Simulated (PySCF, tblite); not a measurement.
**CH6O2Si, a small molecule taken as a stand-in for a surface group (Si site with back bonds C, O, O): NMR shifts, core binding energies and electronic excitations**

Aim: the NMR shifts, core binding energies and electronic excitations of `C[SiH](O)O`.

Programs: tblite 0.8.0 and PySCF 2.14.0. All values are calculated, for the isolated system unless a continuum is named. Atoms count from 0, parts from 1.

### Step 1. Starting point

10 atoms, charge 0, multiplicity 1; geometry: distance geometry start.

### Step 2. Relaxing the cluster with GFN2-xTB

Job settings and geometry (Å):

```
{"job": {"kind": "relax", "xc": "GFN2-xTB", "basis": "xTB"}, "charge": 0, "multiplicity": 1}
Si     0.329810    -0.335710     1.436054
C      1.527837     0.731055     2.378844
O     -1.033845     0.666468     0.952861
O      1.117368    -1.007352     0.010158
H     -0.087146    -1.377657     2.290188
H      0.999914     1.456784     2.904859
H      2.185161     1.188588     1.695756
H      2.064973     0.124112     3.043961
H     -1.556531     0.530715     0.138542
H      1.508747    -1.882308    -0.055247
```

Level: GFN2-xTB geometry optimisation, gas phase.

Launch:

```sh
OMP_NUM_THREADS=1 python cluster_run.py task.json out
```

This one command runs all jobs of the session in turn.

What it wrote:

```text
step      E/eV     max force
  0    -411.64825    3.652
  1    -412.00086    1.690
  2    -412.15210    1.082
  3    -412.17782    0.674
  4    -412.23598    0.644
  5    -412.24986    0.528
  6    -412.27244    0.445
  7    -412.28202    0.403
  8    -412.29463    0.338
  9    -412.30121    0.325
 10    -412.30985    0.233
 11    -412.31567    0.246
 12    -412.31929    0.173
 13    -412.32077    0.092
 14    -412.32167    0.088
 15    -412.32295    0.161
 16    -412.32448    0.205
 17    -412.32590    0.163
 18    -412.32714    0.112
 19    -412.32850    0.128
 20    -412.33025    0.158
 21    -412.33166    0.161
 22    -412.33279    0.088
 23    -412.33338    0.086
 24    -412.33424    0.105
 25    -412.33517    0.142
 26    -412.33620    0.111
 27    -412.33673    0.056
 28    -412.33703    0.055
 29    -412.33736    0.086
 30    -412.33783    0.118
 31    -412.33831    0.094
 32    -412.33870    0.039
 33    -412.33896    0.045
 34    -412.33923    0.078
 35    -412.33960    0.086
 36    -412.33982    0.051
 37    -412.33994    0.029
 38    -412.34004    0.028
 39    -412.34017    0.047
 40    -412.34031    0.045
 41    -412.34039    0.020
 42    -412.34042    0.020
 43    -412.34045    0.019
 44    -412.34051    0.034
 45    -412.34058    0.036
 46    -412.34064    0.019
 47    -412.34067    0.016
 48    -412.34070    0.020
 49    -412.34074    0.033
 50    -412.34081    0.037
 51    -412.34089    0.025
 52    -412.34096    0.033
 53    -412.34106    0.036
 54    -412.34122    0.062
 55    -412.34148    0.084
 56    -412.34177    0.072
 57    -412.34198    0.043
 58    -412.34213    0.038
 59    -412.34229    0.060
 60    -412.34259    0.101
 61    -412.34302    0.120
 62    -412.34329    0.084
 63    -412.34356    0.024
 64    -412.34371    0.027
 65    -412.34380    0.029
 66    -412.34387    0.022
 67    -412.34395    0.016
 68    -412.34399    0.015
 69    -412.34401    0.013
 70    -412.34402    0.010
 71    -412.34405    0.014
 72    -412.34408    0.013
 73    -412.34411    0.016
 74    -412.34413    0.013
 75    -412.34415    0.012
 76    -412.34417    0.013
 77    -412.34420    0.008
 78    -412.34421    0.008
 79    -412.34421    0.008
```

Wall time 1.1 s (1 thread of Arm Neoverse V1, shared host).

Relaxation path:

```csv
step,energy from step 0 (eV),largest force (eV/Å)
0,0.0000,3.6514
3,-0.5296,0.6748
6,-0.6242,0.4450
9,-0.6530,0.3252
12,-0.6710,0.1731
15,-0.6747,0.1612
18,-0.6789,0.1120
21,-0.6834,0.1611
24,-0.6860,0.1054
27,-0.6885,0.0556
30,-0.6896,0.1173
33,-0.6907,0.0452
36,-0.6916,0.0505
39,-0.6919,0.0462
42,-0.6922,0.0203
45,-0.6923,0.0364
48,-0.6925,0.0197
51,-0.6926,0.0245
54,-0.6930,0.0622
57,-0.6937,0.0430
60,-0.6943,0.1015
63,-0.6953,0.0239
66,-0.6956,0.0224
69,-0.6958,0.0121
72,-0.6958,0.0131
75,-0.6959,0.0128
78,-0.6960,0.0081
79,-0.6960,0.0077
```

Close pairs (by a distance rule), those that changed most:

```csv
bond,before (Å),after (Å),change (Å)
Si0–O2,1.760,1.621,-0.139
Si0–O3,1.762,1.637,-0.125
Si0–H4,1.410,1.465,+0.054
C1–H5,1.040,1.084,+0.044
C1–H7,1.048,1.086,+0.038
C1–H6,1.053,1.087,+0.034
Si0–C1,1.861,1.892,+0.032
O2–H8,0.977,0.953,-0.024
```

### Step 3. Optimising the geometry at PBE0-D3(BJ)/def2-SVP

Job settings and geometry (Å):

```
{"job": {"xc": "PBE0", "basis": "def2-SVP", "d3": "d3bj", "grid": 2, "kind": "geom", "shake": 0.01}, "charge": 0, "multiplicity": 1}
Si    -0.434301    -0.387010    -0.053922
C      0.820339     0.688909     0.849500
O     -1.627014     0.635697    -0.615444
O      0.182561    -1.093832    -1.394392
H     -1.037479    -1.388339     0.807583
H      0.348834     1.301200     1.616113
H      1.347932     1.367947     0.173150
H      1.593194     0.084099     1.333592
H     -2.060634     0.430840    -1.399549
H      0.908119    -1.665094    -1.315157
```

What it wrote:

```text
step   0  E = -481.18084179  max force = 0.046233
step   1  E = -481.18606211  max force = 0.008912
step   2  E = -481.18646659  max force = 0.002419
step   3  E = -481.18653803  max force = 0.000642
step   4  E = -481.18660904  max force = 0.001838
step   5  E = -481.18674412  max force = 0.003862
step   6  E = -481.18687989  max force = 0.004343
step   7  E = -481.18698960  max force = 0.002922
step   8  E = -481.18706987  max force = 0.000854
step   9  E = -481.18709239  max force = 0.001117
step  10  E = -481.18713858  max force = 0.001565
step  11  E = -481.18718078  max force = 0.001840
step  12  E = -481.18724484  max force = 0.001397
step  13  E = -481.18730072  max force = 0.001335
step  14  E = -481.18733116  max force = 0.000711
step  15  E = -481.18734642  max force = 0.000509
step  16  E = -481.18737121  max force = 0.000992
step  17  E = -481.18741845  max force = 0.002347
step  18  E = -481.18745838  max force = 0.003092
step  19  E = -481.18749007  max force = 0.001856
step  20  E = -481.18750543  max force = 0.001573
step  21  E = -481.18753078  max force = 0.000393
step  22  E = -481.18753400  max force = 0.000191
optimisation converged
```

It took 75 s on 1 thread of Arm Neoverse V1, shared host; peak memory 0.48 GiB.

Along the way:

```csv
step,energy from step 0 (eV),largest force component (eV/Å)
0,0.0000,2.3774
1,-0.1421,0.4583
2,-0.1531,0.1244
3,-0.1550,0.0330
4,-0.1569,0.0945
5,-0.1606,0.1986
6,-0.1643,0.2233
7,-0.1673,0.1503
8,-0.1695,0.0439
9,-0.1701,0.0574
10,-0.1713,0.0805
11,-0.1725,0.0946
12,-0.1742,0.0718
13,-0.1758,0.0686
14,-0.1766,0.0366
15,-0.1770,0.0262
16,-0.1777,0.0510
17,-0.1790,0.1207
18,-0.1800,0.1590
19,-0.1809,0.0954
20,-0.1813,0.0809
21,-0.1820,0.0202
22,-0.1821,0.0098
```

Close pairs (by a distance rule), those that changed most:

| bond | before (Å) | after (Å) | change (Å) |
| --- | --- | --- | --- |
| Si0–H4 | 1.452 | 1.500 | +0.047 |
| O2–H8 | 0.919 | 0.960 | +0.041 |
| Si0–C1 | 1.884 | 1.850 | -0.034 |
| O3–H9 | 0.927 | 0.960 | +0.033 |
| Si0–O3 | 1.636 | 1.665 | +0.029 |
| C1–H5 | 1.089 | 1.100 | +0.012 |
| C1–H6 | 1.094 | 1.101 | +0.007 |
| C1–H7 | 1.094 | 1.100 | +0.006 |

The final coordinates are the input of the step that follows.

```
                         at the end point                value
rotational constants (GHz, main isotopes)  6.337, 6.105, 3.608
                        dipole moment (D)                 2.03
```

### Step 4. NMR shieldings: PBE0/pcSseg-2

Job settings and geometry (Å):

```
{"job": {"kind": "nmr", "xc": "PBE0", "basis": "pcSseg-2"}, "charge": 0, "multiplicity": 1}
Si    -0.333311    -0.320582    -0.113682
C      0.755841     0.724690     0.955239
O     -1.404617     0.719244    -0.849816
O      0.651552    -1.106602    -1.202718
H     -1.109607    -1.354249     0.646206
H      0.157696     1.301675     1.676147
H      1.319592     1.434642     0.330579
H      1.476827     0.106031     1.509877
H     -2.132228     0.335776    -1.345639
H      0.300777    -1.889779    -1.633711
```

Method: GIAO PBE0/pcSseg-2 NMR shielding, non-relativistic, gas phase.

What it wrote:

```text
coarse grid: 8608 points
cycle   1  E = -481.3558700791  dE =  2.987e-01  |g| = 1.013e+00  |ddm| = 2.145e+00
cycle   2  E = -481.0826556184  dE =  2.732e-01  |g| = 1.571e+00  |ddm| = 1.569e+00
cycle   3  E = -481.5378552524  dE = -4.552e-01  |g| = 9.836e-02  |ddm| = 1.127e+00
cycle   4  E = -481.5394821382  dE = -1.627e-03  |g| = 4.554e-02  |ddm| = 8.064e-02
cycle   5  E = -481.5399849464  dE = -5.028e-04  |g| = 5.561e-03  |ddm| = 2.923e-02
cycle   6  E = -481.5399919832  dE = -7.037e-06  |g| = 8.190e-04  |ddm| = 4.751e-03
final grid: 77784 points
cycle   7  E = -481.5369162674  dE = -5.843e-05  |g| = 6.830e-03  |ddm| = 1.742e-02
cycle   8  E = -481.5369088163  dE =  7.451e-06  |g| = 9.178e-03  |ddm| = 7.785e-03
cycle   9  E = -481.5369254208  dE = -1.660e-05  |g| = 8.186e-04  |ddm| = 4.699e-03
cycle  10  E = -481.5369255247  dE = -1.039e-07  |g| = 2.918e-04  |ddm| = 5.853e-04
cycle  11  E = -481.5369255436  dE = -1.888e-08  |g| = 3.612e-05  |ddm| = 1.855e-04
cycle  12  E = -481.5369255437  dE = -1.746e-10  |g| = 1.571e-05  |ddm| = 2.557e-05
converged SCF energy = -481.5369255437

GIAO shielding tensors (ppm)
atom      isotropic    diamagn.    paramagn.     s11        s22        s33       span
  0 Si     353.508     875.506    -521.999    315.551    346.400    398.573     83.022
  1 C      186.943     245.162     -58.219    180.041    187.564    193.224     13.184
  2 O      255.494     386.280    -130.786    207.116    273.326    286.042     78.926
  3 O      255.873     386.555    -130.683    206.625    271.776    289.218     82.593
  4 H       25.952      29.435      -3.483     23.227     23.638     30.991      7.764
  5 H       31.124      29.435       1.689     26.997     28.527     37.847     10.850
  6 H       30.807      29.624       1.183     27.129     28.498     36.793      9.664
  7 H       31.163      29.476       1.686     27.114     28.454     37.920     10.807
  8 H       29.627      31.346      -1.719     22.616     24.188     42.077     19.461
  9 H       29.507      31.412      -1.904     22.703     23.854     41.965     19.262
```

Run time: 20 s. Hardware: 1 thread of Arm Neoverse V1, shared host; peak memory 0.84 GiB.

The references, computed at this level on geometries of the same kind, shield at (ppm): 1H TMS 31.25, 13C TMS 184.1, 29Si TMS 341.3, 17O H2O 328.2. Their shielding less the atom's gives the shift. The references are single molecules in the gas phase, so shifts against H2O, NH3, PH3, H3PO4 or CFCl3 are not on the usual liquid scales and can be off by tens of ppm.

| atoms | environment | σ (ppm) | δ (ppm) |
| --- | --- | --- | --- |
| C1 | carbon bonded to Si, 3 H | 186.9 | -2.8 |
| H4 | hydrogen on a silicon bonded to C, 2 O | 25.95 | 5.29 |
| H9 | hydrogen on an oxygen bonded to Si | 29.51 | 1.74 |
| H8 | hydrogen on an oxygen bonded to Si | 29.63 | 1.62 |
| H6 | hydrogen on a carbon bonded to Si | 30.81 | 0.44 |
| H5 | hydrogen on a carbon bonded to Si | 31.12 | 0.12 |
| H7 | hydrogen on a carbon bonded to Si | 31.16 | 0.08 |
| Si0 | silicon bonded to C, 2 O, H | 353.5 | -12.2 |
| O2 | oxygen bonded to Si, H | 255.5 | 72.7 |
| O3 | oxygen bonded to Si, H | 255.9 | 72.3 |

Charges from the same density, by scheme (e):

| atoms | Mulliken | IAO | Hirshfeld | ESP fit |
| --- | --- | --- | --- | --- |
| Si0 | 0.94 | 1.34 | 0.46 | 1.00 |
| C1 | -0.27 | -0.77 | -0.22 | -0.65 |
| O2 | -0.52 | -0.81 | -0.32 | -0.71 |
| O3 | -0.53 | -0.81 | -0.32 | -0.71 |

Mayer bond orders: Si0–C1 0.97, Si0–O2 0.99, Si0–O3 0.98.

### Step 5. Core holes by ΔSCF: SCAN, X2C

Settings changed since step 4:

```diff
@@ -1,2 +1,2 @@
-{"job": {"kind": "nmr", "xc": "PBE0", "basis": "pcSseg-2"}, "charge": 0, "multiplicity": 1}
+{"job": {"kind": "xps", "holes": 5}, "charge": 0, "multiplicity": 1}
 Si    -0.333311    -0.320582    -0.113682
```

Level: delta-SCF UKS SCAN, pcX-2 on the ionised atom, pcseg-1 elsewhere, spin-free X2C.

What it wrote:

```text
ground state, core basis on atom 0 (Si), 132 functions
  cycle   1  E = -482.22581052  |g| = 1.00e+00
  cycle   2  E = -481.82807213  |g| = 1.73e+00
  cycle   3  E = -482.41464064  |g| = 1.43e-01
  cycle   4  E = -482.41892064  |g| = 5.72e-02
  cycle   5  E = -482.41979083  |g| = 9.34e-03
  cycle   6  E = -482.41981552  |g| = 2.47e-03
  cycle   7  E = -482.41981774  |g| = 1.64e-03
  cycle   8  E = -482.41981676  |g| = 4.63e-04
  E(ground) = -482.41826229 Eh
hole in Si 2p of atom 0
  cycle   1  E = -478.13982095  |g| = 1.24e+00
  cycle   2  E = -478.02134726  |g| = 1.14e+00
  cycle   3  E = -478.39023521  |g| = 3.78e-01
  cycle   4  E = -478.44529948  |g| = 1.30e-01
  cycle   5  E = -478.45075997  |g| = 3.89e-02
  cycle   6  E = -478.45145915  |g| = 7.99e-03
  cycle   7  E = -478.45148045  |g| = 4.64e-03
  cycle   8  E = -478.45149301  |g| = 7.64e-04
  cycle   9  E = -478.45149236  |g| = 5.65e-04
  cycle  10  E = -478.45149267  |g| = 1.47e-04
  E(ion) = -478.46048499 Eh   <S^2> = 0.7520   hole on atom = 1.003   binding energy = 107.697 eV
  2p3/2 = 107.520 eV   2p1/2 = 108.146 eV
ground state, core basis on atom 1 (C), 121 functions
  cycle   1  E = -482.30907173  |g| = 6.46e-02
  cycle   2  E = -482.30892742  |g| = 4.38e-02
  cycle   3  E = -482.30916620  |g| = 2.87e-02
  cycle   4  E = -482.30931505  |g| = 5.38e-03
  cycle   5  E = -482.30932345  |g| = 7.67e-04
  cycle   6  E = -482.30932225  |g| = 2.45e-04
  E(ground) = -482.34955033 Eh
hole in C 1s of atom 1
  cycle   1  E = -471.08600613  |g| = 1.50e+00
  cycle   2  E = -470.63994241  |g| = 1.65e+00
  cycle   3  E = -471.61244192  |g| = 2.87e-01
  cycle   4  E = -471.63857782  |g| = 1.13e-01
  cycle   5  E = -471.64240031  |g| = 4.58e-02
  cycle   6  E = -471.64315316  |g| = 5.05e-03
  cycle   7  E = -471.64316786  |g| = 2.76e-03
  cycle   8  E = -471.64317135  |g| = 1.79e-03
  cycle   9  E = -471.64317113  |g| = 7.35e-04
  cycle  10  E = -471.64317145  |g| = 1.98e-04
  E(ion) = -471.68217787 Eh   <S^2> = 0.7665   hole on atom = 1.000   binding energy = 290.274 eV
ground state, core basis on atom 2 (O), 121 functions
  cycle   1  E = -482.34165370  |g| = 9.84e-02
  cycle   2  E = -482.34109055  |g| = 7.06e-02
  cycle   3  E = -482.34140205  |g| = 5.69e-02
  cycle   4  E = -482.34194120  |g| = 5.13e-03
  cycle   5  E = -482.34194464  |g| = 1.62e-03
  cycle   6  E = -482.34194652  |g| = 2.86e-04
  E(ground) = -482.37936122 Eh
hole in O 1s of atom 2
  cycle   1  E = -461.74347210  |g| = 2.22e+00
  cycle   2  E = -461.37191679  |g| = 2.14e+00
  cycle   3  E = -462.48811297  |g| = 4.45e-01
  cycle   4  E = -462.49286367  |g| = 3.89e-01
  cycle   5  E = -462.55060304  |g| = 5.32e-02
  cycle   6  E = -462.55162000  |g| = 1.75e-02
  cycle   7  E = -462.55177482  |g| = 4.94e-03
  cycle   8  E = -462.55179019  |g| = 1.29e-03
  cycle   9  E = -462.55178984  |g| = 3.32e-04
  E(ion) = -462.58983477 Eh   <S^2> = 0.7616   hole on atom = 1.000   binding energy = 538.500 eV
ground state, core basis on atom 3 (O), 121 functions
  cycle   1  E = -482.34069976  |g| = 1.19e-01
  cycle   2  E = -482.33793507  |g| = 1.46e-01
  cycle   3  E = -482.34147953  |g| = 4.32e-02
  cycle   4  E = -482.34180929  |g| = 7.60e-03
  cycle   5  E = -482.34181994  |g| = 2.10e-03
  cycle   6  E = -482.34182008  |g| = 2.11e-04
  E(ground) = -482.37940610 Eh
hole in O 1s of atom 3
  cycle   1  E = -461.74198146  |g| = 2.22e+00
  cycle   2  E = -461.36147960  |g| = 2.15e+00
  cycle   3  E = -462.48593873  |g| = 4.49e-01
  cycle   4  E = -462.49111925  |g| = 3.91e-01
  cycle   5  E = -462.54966130  |g| = 5.38e-02
  cycle   6  E = -462.55068884  |g| = 1.73e-02
  cycle   7  E = -462.55084150  |g| = 5.07e-03
  cycle   8  E = -462.55085684  |g| = 1.33e-03
  cycle   9  E = -462.55085733  |g| = 3.34e-04
  E(ion) = -462.58922351 Eh   <S^2> = 0.7616   hole on atom = 1.000   binding energy = 538.518 eV
```

It took 20 s on 1 thread of Arm Neoverse V1, shared host; peak memory 0.43 GiB.

Binding energies by hole, beside the orbital energy of the ground state; the difference holds orbital relaxation and, for a density functional, its self-interaction error:

| hole | stands for | environment | ΔSCF (eV; 2p as the shell's mean) | −ε (eV) | ⟨S²⟩ |
| --- | --- | --- | --- | --- | --- |
| Si2p on Si0 | Si0 | silicon bonded to C, 2 O, H | 107.73 | 96.6 | 0.752 |
| C1s on C1 | C1 | carbon bonded to Si, 3 H | 290.27 | 273.0 | 0.766 |
| O1s on O2 | O2 | oxygen bonded to Si, H | 538.50 | 516.5 | 0.762 |
| O1s on O3 | O3 | oxygen bonded to Si, H | 538.52 | 516.5 | 0.762 |

With the spin-orbit splitting: Si0 2p3/2 107.52, 2p1/2 108.15 eV. The table gives each 2p level as the mean over the whole 2p shell (two parts 2p3/2, one part 2p1/2), which differs a little from the single hole in the log.

### Step 6. Ultraviolet spectrum: CAM-B3LYP/def2-SVPD

Settings changed since step 5:

```diff
@@ -1,2 +1,2 @@
-{"job": {"kind": "xps", "holes": 5}, "charge": 0, "multiplicity": 1}
+{"job": {"kind": "uv", "xc": "CAM-B3LYP", "basis": "def2-SVPD", "nstates": 6, "ntriplets": 2, "ip": true}, "charge": 0, "multiplicity": 1}
 Si    -0.333311    -0.320582    -0.113682
```

With the program's defaults for keys left out, this is: TDDFT CAM-B3LYP/def2-SVPD, vertical, gas phase, core orbitals frozen in the response.

What it wrote:

```text
coarse grid: 8608 points
cycle   1  E = -481.2361513595  dE =  2.842e-01  |g| = 9.148e-01  |ddm| = 3.566e+00
cycle   2  E = -481.1255391178  dE =  1.106e-01  |g| = 1.213e+00  |ddm| = 1.723e+00
cycle   3  E = -481.3967561540  dE = -2.712e-01  |g| = 5.792e-02  |ddm| = 9.005e-01
cycle   4  E = -481.3973825223  dE = -6.264e-04  |g| = 2.565e-02  |ddm| = 9.953e-02
cycle   5  E = -481.3975482694  dE = -1.657e-04  |g| = 4.209e-03  |ddm| = 3.132e-02
cycle   6  E = -481.3975529522  dE = -4.683e-06  |g| = 5.239e-04  |ddm| = 7.550e-03
final grid: 77784 points
cycle   7  E = -481.4761054995  dE = -1.634e-05  |g| = 2.135e-03  |ddm| = 2.750e-02
cycle   8  E = -481.4761058418  dE = -3.423e-07  |g| = 1.887e-03  |ddm| = 5.284e-03
cycle   9  E = -481.4761067296  dE = -8.878e-07  |g| = 1.735e-04  |ddm| = 2.023e-03
cycle  10  E = -481.4761067338  dE = -4.242e-09  |g| = 1.451e-04  |ddm| = 3.237e-04
cycle  11  E = -481.4761067378  dE = -4.008e-09  |g| = 2.018e-05  |ddm| = 1.164e-04
cycle  12  E = -481.4761067379  dE = -1.091e-10  |g| = 5.505e-06  |ddm| = 3.264e-05
converged SCF energy = -481.4761067379

Static polarisability (au): isotropic 46.748, principal 43.947 45.705 50.593

Singlet excitations
state   eV       nm        f      main configurations
  1   7.6053    163.0   0.01890   H->L 0.83
  2   7.7799    159.4   0.02253   H-1->L 0.81
  3   8.3708    148.1   0.03743   H->L+1 0.31, H-1->L+1 0.23, H-2->L 0.22
  4   8.5013    145.8   0.05259   H->L+1 0.38, H-1->L+1 0.20, H-2->L 0.14
  5   8.7532    141.6   0.07904   H->L+2 0.76
  6   9.0691    136.7   0.01982   H-2->L 0.30, H-1->L+1 0.24, H-3->L 0.13

Triplet excitations (Tamm-Dancoff, eV): 7.2682 7.4127
Vertical ionisation energy (delta-SCF) = 11.1276 eV
```

Wall time 71 s (1 thread of Arm Neoverse V1, shared host); peak memory 0.61 GiB.

Frontier orbitals and where they lie:

```
orbital      eV                       atoms
 HOMO−3  -11.84   O3 44 %, O2 40 %, Si0 9 %
 HOMO−2  -11.07   O2 29 %, C1 24 %, O3 18 %
 HOMO−1  -10.60            O3 50 %, O2 37 %
   HOMO  -10.10  H4 24 %, Si0 23 %, O2 18 %
   LUMO    0.69  Si0 31 %, O3 19 %, O2 18 %
 LUMO+1    1.61   O3 26 %, O2 26 %, H9 12 %
 LUMO+2    1.70  C1 24 %, Si0 20 %, H7 11 %
```

With each of the 6 states as a Gaussian band of 0.4 eV half-width at 1/e, the curve within the window shown has maxima at 144 nm (ε 6,100) L/(mol cm). Beyond the last state computed it falls off for lack of states. The curve at chosen wavelengths:

| nm | ε (L/mol/cm) |
| --- | --- |
| 132 | 778 |
| 134 | 1550 |
| 136 | 2641 |
| 137 | 3268 |
| 139 | 4535 |
| 141 | 5556 |
| 143 | 6056 |
| 144 | 6067 |
| 146 | 5635 |
| 148 | 4766 |
| 150 | 3750 |
| 151 | 3277 |
| 153 | 2526 |
| 155 | 2084 |
| 157 | 1889 |
| 158 | 1843 |
| 160 | 1768 |
| 162 | 1638 |
| 164 | 1422 |
| 165 | 1288 |
| 167 | 995 |
| 169 | 711 |
| 171 | 472 |
| 172 | 374 |
| 174 | 223 |
| 176 | 125 |

Ground-state properties from the same run:

```
           property  computed
  dipole moment (D)      1.95
polarisability (Å³)      6.93
 HOMO–LUMO gap (eV)     10.79
      −ε(HOMO) (eV)     10.10
```

### Step 7. Summary of results

```
                                quantity                                   value
    rotational constants (main isotopes)                    6.34, 6.11, 3.61 GHz
  13C shifts against TMS (PBE0/pcSseg-2)                                -2.8 ppm
   1H shifts against TMS (PBE0/pcSseg-2)  5.29, 1.74, 1.62, 0.44, 0.12, 0.08 ppm
 29Si shifts against TMS (PBE0/pcSseg-2)                               -12.2 ppm
  17O shifts against H2O (PBE0/pcSseg-2)                          72.7, 72.3 ppm
        O1s binding energies, SCAN/pcX-2                 O3 538.52, O2 538.50 eV
       Si2p binding energies, SCAN/pcX-2                           Si0 107.73 eV
        C1s binding energies, SCAN/pcX-2                            C1 290.27 eV
    lowest singlet (CAM-B3LYP/def2-SVPD)             7.61 eV (163 nm), f = 0.019
brightest single state of those computed             state 5, 8.75 eV, f = 0.079
                          lowest triplet                                 7.27 eV
       vertical ionisation energy (ΔSCF)                                11.13 eV
```

In words: Over 22 steps the energy fell by 0.182 eV; of the close pairs, Si0–H4 changed most, 1.452 to 1.500 Å (PBE0/def2-SVP). No frequency check was run at this level, so the end point may be a saddle. The O1s levels computed lie within 0.02 eV of one another, too close to rank. The lowest singlet, at 7.61 eV, is HOMO→LUMO 0.83 and is weak; of the 6 states computed, the strongest absorption comes from state 5 at 8.75 eV. The lowest triplet lies 0.34 eV below the lowest singlet (triplets in Tamm-Dancoff, singlets in full TDDFT). The orbital energy would give 10.10 eV for ionisation, ΔSCF gives 11.13 eV.
